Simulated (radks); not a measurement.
**Ar²⁺ in [Ne] 3s1.75 3p4.25: an all-electron calculation**

What are the levels of the argon ion Ar2+, how large are its shells, and how does its energy divide?

Program: radks (a radial shooting solver on a logarithmic mesh, Libxc functionals) version 1. Level of theory: Dirac Kohn-Sham, PBE, spin-unpolarised, spherical densities, point nucleus; open shells fill j = l - 1/2 first. These are calculated values, not measurements, unless marked.

### 1 Starting point

```
element       : argon (Z = 18)
charge        : +2
electrons     : 16
configuration : [Ne] 3s1.75 3p4.25
```

### 2 Self-consistent calculation

The run's settings:

```text
Z 18
configuration [Ne] 3s1.75 3p4.25 4s0 3d0
relativity Dirac
functional pbe,pbe
spin unpolarised
j_filling energy
nucleus point
c 137.035999084
```

The run is started by

```console
python run_ks.py task.json out
```

This one command runs every case of the session in turn.

**Question.** What will this run give?

**Answer**, as computed:

| quantity | value |
| --- | --- |
| total energy | -527.45448 hartree |
| exchange-correlation share of it | 5.67 % |
| −T/E | 1.0062 |
| highest occupied level | 3p3/2, -35.465 eV |
| most extended occupied level | 3p3/2, <r> = 1.47 bohr |
| radius at density 0.001 e/bohr³ | 3.20 bohr |
| maxima of the radial density | 3 |

**Reading.** The radial density shows 3 maxima for 3 occupied principal shells. Relativity lifts −T/E to 1.006. This is not the tabulated ground configuration, so its levels and sizes aren't those of the ground state, and no measured value stands beside it.
